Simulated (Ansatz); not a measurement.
**InH₂+ (singlet): from Hartree-Fock to the top rungs at a displaced geometry (v1), def2-TZVPP**

Aim: climb from Hartree-Fock through coupled cluster for InH₂+ (singlet) at one geometry and basis, and see what each rung misses.

The runs use Ansatz 0.2.0, Gaussian basis; def2-TZVPP, core rule «outside noble gas», up to 9 orbitals frozen.

The runs, in order: UHF; CCSD(T) on RHF; BCCD(T) on RHF; CCSDT(Q) on RHF; Full CI.

16 further runs of the same task are left out: 4 for a known fault of the program, 5 that didn't finish, 7 set aside as unsound or not needed.

## Step 1: The geometry

The geometry is a PBE0/def2-TZVP stationary point (not a proven minimum) with its atoms shifted at random (size 0.040 Å). No spin-orbit coupling is included. Elements past krypton take def2 core potentials.

3 atoms, charge 1, spin multiplicity 1.

Atoms are counted from 1 here; the program's logs count them from 0.

Bond lengths: In1–H2 1.677 Å, In1–H3 1.613 Å. Angles: H2–In1–H3 178.1°.

## Step 2: UHF

Contents of in.yaml:

```yaml
crystal:
  periodic: [false, false, false]
  atoms:
    - {symbol: In, position_ang: [-0.015433, -0.009008, 0.021640]}
    - {symbol: H, position_ang: [-0.016266, -0.025151, -1.654913]}
    - {symbol: H, position_ang: [0.031698, 0.034159, 1.633273]}
basis:
  gaussian: {orbitals: def2-TZVPP}
total_charge: 1
magnetization: {spin_polarized: true, initial_magnetization: 0}
hamiltonian: {xc: hf}
output: {orbitals: {seedname: orbitals}}
```

On the command line:

```console
$ ansatz run in.yaml --threads 1 --pin off --events-out ev --progress --plain --max-ram 2393MiB
```

After this run come: CCSD(T) on RHF; BCCD(T) on RHF; CCSDT(Q) on RHF; Full CI.

Before running them: what should the planned runs give, taken together? Wanted: FCI below the RHF energy; RMP2 from FCI; RCCSD from FCI; RCCSD(T) from FCI; RCCSDT(Q) from FCI; T1 diagnostic; effectively unpaired electrons.

**Answer**, as computed:

| quantity | value |
| --- | --- |
| FCI below the RHF energy | -1.9347 eV |
| RMP2 from FCI | +435.8 meV |
| RCCSD from FCI | +25.9 meV |
| RCCSD(T) from FCI | +6.6 meV |
| RCCSDT(Q) from FCI | +0.2 meV |
| levels within 1 kcal/mol (43 meV) | RCCSD, RCCSD(T), BCCD(T), RCCSDT, RCCSDT(Q) |
| T1 diagnostic | 0.009 |
| effectively unpaired electrons | 0.03 |

**Reading.** RCCSD(T) misses by +6.6 meV, 0.3 % of the correlation energy. One determinant dominates. These misses are within one basis, not against nature.
